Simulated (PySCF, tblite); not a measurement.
**C₂H₈O₃Si₂: geometry, infrared bands and NMR shifts**

Aim: predict the infrared bands and NMR shifts of C₂H₈O₃Si₂ (`O=C(CO[SiH3])[SiH2]O`).

Programs: tblite 0.8.0 and PySCF 2.14.0, with density-fitted response routines of our own. Each step states its level of theory. These are calculated values for one molecule in the gas phase, unless marked as measured. Atoms are numbered from 0 throughout.

## Step 1: The molecule as given

15 atoms, charge 0, multiplicity 1; geometry from: force field or distance geometry start.

Bonds of the start (Å): O0–C1 1.22, C1–C2 1.50, C2–O3 1.40, O3–Si4 1.71, C1–Si5 1.86, Si5–O6 1.71, C2–H7 1.12, C2–H8 1.10, Si4–H9 1.44, Si4–H10 1.50, Si4–H11 1.48, Si5–H12 1.46, Si5–H13 1.46, O6–H14 1.00.

## Step 2: Geometry optimisation with GFN2-xTB

What the job is given:

```
{"job": {"kind": "relax", "xc": "GFN2-xTB", "basis": "xTB"}, "charge": 0, "multiplicity": 1}
O      0.914700     2.124100    -0.198100
C      0.914600     0.905400    -0.082900
C     -0.357000     0.113800    -0.148000
O     -1.469500     0.930400    -0.374300
Si    -2.955100     0.083900    -0.455700
Si     2.508000    -0.016000     0.209500
O      2.350600    -1.681500    -0.155700
H     -0.241500    -0.494900    -1.087000
H     -0.439200    -0.562000     0.714300
H     -2.819200    -1.347500    -0.595300
H     -3.627500     0.589700    -1.696900
H     -3.884100     0.439400     0.640400
H      3.452500     0.544800    -0.749800
H      3.016500     0.209200     1.557500
H      2.631600    -1.831000    -1.105500
```

On the command line:

```console
$ OMP_NUM_THREADS=1 python probes_run.py task.json out
```

The driver reads the jobs from task.json and runs them one after another.

**Question.** This job is followed by: GFN2-xTB harmonic vibrations, gas phase; GIAO PBE0/pcSseg-1 NMR shielding, non-relativistic, gas phase. What will the session give for the following? strongest single infrared mode (GFN2-xTB); zero-point energy (GFN2-xTB); ¹³C shifts against TMS (PBE0/pcSseg-1); ¹H shifts against TMS (PBE0/pcSseg-1, means over atoms taken as alike); ¹⁷O shifts against H2O (PBE0/pcSseg-1); ²⁹Si shifts against TMS (PBE0/pcSseg-1); surface potential, 1st and 99th percentile.

**Answer**, as computed:

| quantity | value |
| --- | --- |
| strongest single infrared mode (GFN2-xTB) | 798 cm⁻¹, 538 km/mol |
| zero-point energy (GFN2-xTB) | 59.5 kcal/mol |
| ¹³C shifts against TMS (PBE0/pcSseg-1) | 250.7, 80.5 ppm |
| ¹H shifts against TMS (PBE0/pcSseg-1, means over atoms taken as alike) | 5.31, 5.14, 4.99, 1.17 ppm |
| ¹⁷O shifts against H2O (PBE0/pcSseg-1) | 750.7, 4.2, -6.2 ppm |
| ²⁹Si shifts against TMS (PBE0/pcSseg-1) | -42.5, -46.1 ppm |
| surface potential, 1st and 99th percentile | -1.41 V and 2.71 V |

In words: Relaxing lowered the energy by 1.042 eV in 213 steps; the close pair that moved most is Si5–O6, from 1.712 to 1.623 Å. No mode is imaginary among the 39: a minimum at this level. The strongest single mode, at 798 cm⁻¹, has its largest shares on H14, H13 and H12 (the list is cut at 3 atoms). Unscaled tight-binding wavenumbers are off by several per cent, some by more. Its intensities can rank the bands wrongly. The most deshielded hydrogen is H7, H8 (mean) (hydrogen on an sp3 CH2 bonded to O, α to a carbonyl), at 5.31 ppm: its carbon carries O, hence the downfield position. At PBE0/pcSseg-1: Shielding is most anisotropic at O0 (span 1575 ppm, paramagnetic term -817 ppm). At PBE0/pcSseg-1, counted by nearest atom on the grid, the HOMO lies on O0 34 %; C1 12 %, the LUMO on C1 46 %; O0 29 %.
